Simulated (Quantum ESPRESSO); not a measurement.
# TiCo (Pm-3m) in Quantum ESPRESSO: notebook

One crystal, TiCo, is run at these levels: PBEsol, LDA; tasks: band structure, single point, equation of state.

Everything below comes from runs of Quantum ESPRESSO 7.5. Logs are shortened: lines on timing, memory, paths and dates and some standing lists are left out, and cuts for length are marked.

## Step 1: Starting point

Symmetry: Pm-3m, No. 221, cubic system. The conventional cell has a = 2.986 Å, b = 2.986 Å, c = 2.986 Å, α = 90.00°, β = 90.00°, γ = 90.00°. Co (site symmetry m-3m) is surrounded by 8 Ti at 2.59 Å. Ti (site symmetry m-3m) has 8 Co at 2.59 Å as nearest neighbours.

The cell comes from a database or a generator and needn't be the stable form of this composition.

## Step 2: Band structure, PBEsol, collinear spin, ferromagnetic start

Contents of pw.in:

```
&CONTROL
  calculation = 'scf'
  prefix = 'pwscf'
  outdir = './tmp'
  pseudo_dir = './pseudo'
  tprnfor = .true.
  tstress = .true.
  disk_io = 'low'
/
&SYSTEM
  ibrav = 0
  nat = 2
  ntyp = 2
  ecutwfc = 56
  ecutrho = 448
  nbnd = 25
  occupations = 'smearing'
  smearing = 'fd'
  degauss = 0.00367493
  nspin = 2
  starting_magnetization(1) = 0.1176
  starting_magnetization(2) = 0.0833
/
&ELECTRONS
  conv_thr = 4d-10
  electron_maxstep = 120
  mixing_beta = 0.3
/
ATOMIC_SPECIES
Co    58.9332 co_pbesol_v1.2.uspp.F.UPF
Ti    47.8670 ti_pbesol_v1.4.uspp.F.UPF
CELL_PARAMETERS angstrom
   2.9861109900    0.0000000000    0.0000000000
   0.0000000000    2.9861109900    0.0000000000
   0.0000000000    0.0000000000    2.9861109900
ATOMIC_POSITIONS crystal
Co     0.5000000000    0.5000000000    0.5000000000
Ti     0.0000000000    0.0000000000    0.0000000000
K_POINTS automatic
9 9 9 0 0 0
```

Contents of bands.in:

```
&CONTROL
  calculation = 'bands'
  prefix = 'pwscf'
  outdir = './tmp'
  pseudo_dir = './pseudo'
  disk_io = 'low'
  verbosity = 'high'
/
&SYSTEM
  ibrav = 0
  nat = 2
  ntyp = 2
  ecutwfc = 56
  ecutrho = 448
  nbnd = 25
  occupations = 'smearing'
  smearing = 'fd'
  degauss = 0.00367493
  nspin = 2
  starting_magnetization(1) = 0.1176
  starting_magnetization(2) = 0.0833
/
&ELECTRONS
  conv_thr = 1d-08
  electron_maxstep = 120
  mixing_beta = 0.3
  diago_full_acc = .true.
  startingwfc = 'random'
/
ATOMIC_SPECIES
Co    58.9332 co_pbesol_v1.2.uspp.F.UPF
Ti    47.8670 ti_pbesol_v1.4.uspp.F.UPF
CELL_PARAMETERS angstrom
   2.9861109900    0.0000000000    0.0000000000
   0.0000000000    2.9861109900    0.0000000000
   0.0000000000    0.0000000000    2.9861109900
ATOMIC_POSITIONS crystal
Co     0.5000000000    0.5000000000    0.5000000000
Ti     0.0000000000    0.0000000000    0.0000000000
K_POINTS crystal
60
 0.0000000000  0.0000000000  0.0000000000 1
 0.0000000000  0.0714285714  0.0000000000 1
 0.0000000000  0.1428571429  0.0000000000 1
 0.0000000000  0.2142857143  0.0000000000 1
 0.0000000000  0.2857142857  0.0000000000 1
 0.0000000000  0.3571428571  0.0000000000 1
 0.0000000000  0.4285714286  0.0000000000 1
 0.0000000000  0.5000000000  0.0000000000 1
 0.0714285714  0.5000000000  0.0000000000 1
 0.1428571429  0.5000000000  0.0000000000 1
 0.2142857143  0.5000000000  0.0000000000 1
 0.2857142857  0.5000000000  0.0000000000 1
 0.3571428571  0.5000000000  0.0000000000 1
 0.4285714286  0.5000000000  0.0000000000 1
 0.5000000000  0.5000000000  0.0000000000 1
 0.4545454545  0.4545454545  0.0000000000 1
 0.4090909091  0.4090909091  0.0000000000 1
 0.3636363636  0.3636363636  0.0000000000 1
 0.3181818182  0.3181818182  0.0000000000 1
 0.2727272727  0.2727272727  0.0000000000 1
 0.2272727273  0.2272727273  0.0000000000 1
 0.1818181818  0.1818181818  0.0000000000 1
 0.1363636364  0.1363636364  0.0000000000 1
 0.0909090909  0.0909090909  0.0000000000 1
 0.0454545455  0.0454545455  0.0000000000 1
 0.0000000000  0.0000000000  0.0000000000 1
 0.0357142857  0.0357142857  0.0357142857 1
 0.0714285714  0.0714285714  0.0714285714 1
 0.1071428571  0.1071428571  0.1071428571 1
 0.1428571429  0.1428571429  0.1428571429 1
 0.1785714286  0.1785714286  0.1785714286 1
 0.2142857143  0.2142857143  0.2142857143 1
 0.2500000000  0.2500000000  0.2500000000 1
 0.2857142857  0.2857142857  0.2857142857 1
 0.3214285714  0.3214285714  0.3214285714 1
 0.3571428571  0.3571428571  0.3571428571 1
 0.3928571429  0.3928571429  0.3928571429 1
 0.4285714286  0.4285714286  0.4285714286 1
 0.4642857143  0.4642857143  0.4642857143 1
 0.5000000000  0.5000000000  0.5000000000 1
 0.4545454545  0.5000000000  0.4545454545 1
 0.4090909091  0.5000000000  0.4090909091 1
 0.3636363636  0.5000000000  0.3636363636 1
 0.3181818182  0.5000000000  0.3181818182 1
 0.2727272727  0.5000000000  0.2727272727 1
 0.2272727273  0.5000000000  0.2272727273 1
 0.1818181818  0.5000000000  0.1818181818 1
 0.1363636364  0.5000000000  0.1363636364 1
 0.0909090909  0.5000000000  0.0909090909 1
 0.0454545455  0.5000000000  0.0454545455 1
 0.0000000000  0.5000000000  0.0000000000 1
 0.5000000000  0.5000000000  0.0000000000 1
 0.5000000000  0.5000000000  0.0625000000 1
 0.5000000000  0.5000000000  0.1250000000 1
 0.5000000000  0.5000000000  0.1875000000 1
 0.5000000000  0.5000000000  0.2500000000 1
 0.5000000000  0.5000000000  0.3125000000 1
 0.5000000000  0.5000000000  0.3750000000 1
 0.5000000000  0.5000000000  0.4375000000 1
 0.5000000000  0.5000000000  0.5000000000 1
```

Potentials or basis: GBRV 1.5 PBEsol.

Command:

```bash
$ OMP_NUM_THREADS=1 mpirun -n 2 pw.x -nk 2 -in pw.in > pw.out
$ OMP_NUM_THREADS=1 mpirun -n 2 pw.x -nk 2 -in bands.in > bands.out
```

pw.out:

```text
This program is part of the open-source Quantum ESPRESSO suite
     for quantum simulation of materials; please cite
         "P. Giannozzi et al., J. Phys.:Condens. Matter 21 395502 (2009);
         "P. Giannozzi et al., J. Phys.:Condens. Matter 29 465901 (2017);
         "P. Giannozzi et al., J. Chem. Phys. 152 154105 (2020);
     in publications or presentations arising from this work. More details at

     Message from routine setup:
     using ibrav=0 with symmetry is DISCOURAGED, use correct ibrav instead

     K-points division:     npool     =       2
     Subspace diagonalization in iterative solution of the eigenvalue problem:
     a serial algorithm will be used

     G-vector sticks info
     --------------------
     sticks:   dense  smooth     PW     G-vecs:    dense   smooth      PW
     Sum        1129     569    177                28671    10131    1791

     Using Slab Decomposition

     bravais-lattice index     =            0
     lattice parameter (alat)  =       5.6429  a.u.
     unit-cell volume          =     179.6861 (a.u.)^3
     number of atoms/cell      =            2
     number of atomic types    =            2
     number of electrons       =        29.00
     number of Kohn-Sham states=           25
     kinetic-energy cutoff     =      56.0000  Ry
     charge density cutoff     =     448.0000  Ry
     scf convergence threshold =      4.0E-10
     mixing beta               =       0.3000
     number of iterations used =            8  plain     mixing
     Exchange-correlation= SLA  PW   PSX  PSC
                           (   1   4  10   8   0   0   0)

     celldm(1)=   5.642932  celldm(2)=   0.000000  celldm(3)=   0.000000
     celldm(4)=   0.000000  celldm(5)=   0.000000  celldm(6)=   0.000000

     crystal axes: (cart. coord. in units of alat)
               a(1) = (   1.000000   0.000000   0.000000 )
               a(2) = (   0.000000   1.000000   0.000000 )
               a(3) = (   0.000000   0.000000   1.000000 )

     reciprocal axes: (cart. coord. in units 2 pi/alat)
               b(1) = (  1.000000  0.000000  0.000000 )
               b(2) = (  0.000000  1.000000  0.000000 )
               b(3) = (  0.000000  0.000000  1.000000 )

     PseudoPot. # 1 for Co read from file:
     co_pbesol_v1.2.uspp.F.UPF
     Pseudo is Ultrasoft + core correction, Zval = 17.0
     Generated by new atomic code, or converted to UPF format
     Using radial grid of  863 points,  6 beta functions with:
                l(1) =   0
                l(2) =   0
                l(3) =   1
                l(4) =   1
                l(5) =   2
                l(6) =   2
     Q(r) pseudized with  8 coefficients,  rinner =    1.200   1.200   1.200
                                                       1.200   1.200

     PseudoPot. # 2 for Ti read from file:
     ti_pbesol_v1.4.uspp.F.UPF
     Pseudo is Ultrasoft + core correction, Zval = 12.0
     Generated by new atomic code, or converted to UPF format
     Using radial grid of  851 points,  6 beta functions with:
                l(1) =   0
                l(2) =   0
                l(3) =   1
                l(4) =   1
                l(5) =   2
                l(6) =   2
     Q(r) pseudized with  6 coefficients,  rinner =    1.000   1.000   1.000
                                                       1.000   1.000

     atomic species   valence    mass     pseudopotential
     Co               17.00    58.93320     Co( 1.00)
     Ti               12.00    47.86700     Ti( 1.00)

     Starting magnetic structure
     atomic species   magnetization
     Co              0.118
     Ti              0.083

     48 Sym. Ops., with inversion, found

   Cartesian axes

     site n.     atom                  positions (alat units)
         1        Co     tau(   1) = (   0.5000000   0.5000000   0.5000000  )
         2        Ti     tau(   2) = (   0.0000000   0.0000000   0.0000000  )

     number of k points=    35  Fermi-Dirac smearing, width (Ry)=  0.0037
                       cart. coord. in units 2pi/alat
        k(    1) = (   0.0000000   0.0000000   0.0000000), wk =   0.0013717
        k(    2) = (   0.0000000   0.0000000   0.1111111), wk =   0.0082305
        k(    3) = (   0.0000000   0.0000000   0.2222222), wk =   0.0082305
        k(    4) = (   0.0000000   0.0000000   0.3333333), wk =   0.0082305
        k(    5) = (   0.0000000   0.0000000   0.4444444), wk =   0.0082305
        k(    6) = (   0.0000000   0.1111111   0.1111111), wk =   0.0164609
[... 27 lines left out ...]
        k(   34) = (   0.3333333   0.4444444   0.4444444), wk =   0.0329218
        k(   35) = (   0.4444444   0.4444444   0.4444444), wk =   0.0109739

     Dense  grid:    28671 G-vectors     FFT dimensions: (  40,  40,  40)

     Smooth grid:    10131 G-vectors     FFT dimensions: (  27,  27,  27)

     Check: negative core charge=   -0.000021
     Generating pointlists ...
     new r_m :   0.3572 (alat units)  2.0159 (a.u.) for type    1
     new r_m :   0.3572 (alat units)  2.0159 (a.u.) for type    2

     Initial potential from superposition of free atoms

     starting charge      27.0000, renormalised to      29.0000

     negative rho (up, down):  5.517E-04 4.676E-04
     Starting wfcs are   23 randomized atomic wfcs +    2 random wfcs

     Self-consistent Calculation

     iteration #  1     ecut=    56.00 Ry     beta= 0.30
     Davidson diagonalization with overlap
     ethr =  1.00E-02,  avg # of iterations =  4.5

     negative rho (up, down):  1.229E-04 1.336E-04
[... 451 lines left out ...]
     iteration # 39     ecut=    56.00 Ry     beta= 0.30
     Davidson diagonalization with overlap
     ethr =  2.04E-12,  avg # of iterations =  1.3

     negative rho (up, down):  2.427E-04 2.351E-04

     Magnetic moment per site  (integrated on atomic sphere of radius R)
     atom   1 (R=0.357)  charge= 15.8642  magn=  0.7963
     atom   2 (R=0.357)  charge= 10.0028  magn= -0.0571

     End of self-consistent calculation

 ------ SPIN UP ------------

          k = 0.0000 0.0000 0.0000 (  1309 PWs)   bands (ev):

   -78.9492 -42.3482 -42.3482 -42.3482 -40.4522 -16.6577 -16.6577 -16.6577
     8.6771  12.3371  12.3371  14.5594  14.5594  14.5594  16.9861  16.9861
    19.1338  19.1338  19.1338  25.2560  25.2560  25.2560  31.7691  31.7691
    35.6377
[... 234 lines left out ...]
   -78.9450 -42.3663 -42.3662 -42.3662 -40.3627 -16.8805 -16.8804 -16.8804
    13.5115  13.6192  13.6192  14.2436  14.2436  14.2490  15.3550  15.3550
    19.4706  19.4706  23.1539  23.6679  24.4669  24.4669  26.6839  26.6839
    27.3220

 ------ SPIN DOWN ----------

          k = 0.0000 0.0000 0.0000 (  1309 PWs)   bands (ev):

   -77.9188 -41.3584 -41.3584 -41.3584 -40.4989 -16.7055 -16.7055 -16.7055
     8.6728  12.8100  12.8100  15.1624  15.1624  15.1624  17.3785  17.3785
    19.2055  19.2055  19.2055  25.2850  25.2850  25.2850  31.9064  31.9064
    35.7552
[... 234 lines left out ...]
   -77.9144 -41.3775 -41.3773 -41.3773 -40.4089 -16.9301 -16.9300 -16.9300
    13.9274  14.1038  14.1038  14.3342  14.3625  14.3625  16.3574  16.3574
    19.4079  19.4079  23.2948  23.8684  24.5599  24.5599  26.7302  26.7302
    27.3700

     the Fermi energy is    16.4446 ev

!    total energy              =    -417.47496390 Ry
     estimated scf accuracy    <          1.2E-10 Ry
     smearing contrib. (-TS)   =      -0.00136557 Ry
     internal energy E=F+TS    =    -417.47359833 Ry

     The total energy is F=E-TS. E is the sum of the following terms:
     one-electron contribution =    -212.58159669 Ry
     hartree contribution      =     120.99275060 Ry
     xc contribution           =     -50.18770353 Ry
     ewald contribution        =    -275.69704871 Ry

     total magnetization       =     0.68 Bohr mag/cell
     absolute magnetization    =     0.92 Bohr mag/cell

     convergence has been achieved in  39 iterations

     negative rho (up, down):  2.427E-04 2.351E-04

     Forces acting on atoms (cartesian axes, Ry/au):

     atom    1 type  1   force =     0.00000000    0.00000000    0.00000000
     atom    2 type  2   force =     0.00000000    0.00000000    0.00000000

     Total force =     0.000000     Total SCF correction =     0.000000

     Computing stress (Cartesian axis) and pressure

     negative rho (up, down):  2.427E-04 2.351E-04
          total   stress  (Ry/bohr**3)                   (kbar)     P=      -83.99
  -0.00057098   0.00000000   0.00000000          -83.99        0.00        0.00
   0.00000000  -0.00057098   0.00000000            0.00      -83.99        0.00
   0.00000000   0.00000000  -0.00057098            0.00        0.00      -83.99

=------------------------------------------------------------------------------=
   JOB DONE.
=------------------------------------------------------------------------------=
```

It took 69 s on 2 MPI ranks of Arm Neoverse V2, shared host; peak memory 0.24 GiB.

Results:

```
Free energy                                           : -5680.0362 eV
Pressure                                              : -8.4 GPa
Band gap on the k mesh                                : none (metal or under the smearing width)
Net moment                                            : 0.68 μB per cell
Absolute moment                                       : 0.92 μB per cell
Site moments                                          : Co +0.80; Ti -0.06 μB
Valence electrons inside the program's atomic spheres : Co 15.86; Ti 10.00
```

Levels at the corners of the path, in eV from the Fermi level:
Spin up:
```tsv
point	band 11	band 12	band 13	band 14	band 15	band 16	band 17	band 18	band 19	band 20
Γ	-4.11	-1.89	-1.89	-1.89	0.54	0.54	2.69	2.69	2.69	8.81
X	-2.94	-2.00	-2.00	-1.52	-0.75	-0.47	0.65	0.65	2.24	3.88
M	-2.75	-2.75	-1.28	-0.65	0.55	0.55	1.09	2.46	2.46	3.12
Γ	-4.11	-1.89	-1.89	-1.89	0.54	0.54	2.69	2.69	2.69	8.81
R	-2.82	-2.14	-2.14	-2.14	-1.25	-1.25	3.19	3.19	6.79	8.24
X	-2.94	-2.00	-2.00	-1.52	-0.75	-0.47	0.65	0.65	2.24	3.88
M	-2.75	-2.75	-1.28	-0.65	0.55	0.55	1.09	2.46	2.46	3.12
R	-2.82	-2.14	-2.14	-2.14	-1.25	-1.25	3.19	3.19	6.79	8.24
```
Spin down:
| point | band 12 | band 13 | band 14 | band 15 | band 16 | band 17 |
| --- | --- | --- | --- | --- | --- | --- |
| Γ | -1.28 | -1.28 | -1.28 | 0.93 | 0.93 | 2.76 |
| X | -1.35 | -1.35 | -0.86 | -0.82 | 0.43 | 0.61 |
| M | -2.28 | -0.18 | 0.14 | 0.53 | 0.53 | 1.28 |
| Γ | -1.28 | -1.28 | -1.28 | 0.93 | 0.93 | 2.76 |
| R | -2.16 | -2.16 | -2.16 | -0.15 | -0.15 | 3.11 |
| X | -1.35 | -1.35 | -0.86 | -0.82 | 0.43 | 0.61 |
| M | -2.28 | -0.18 | 0.14 | 0.53 | 0.53 | 1.28 |
| R | -2.16 | -2.16 | -2.16 | -0.15 | -0.15 | 3.11 |

(Continued in part 2 of 2.)
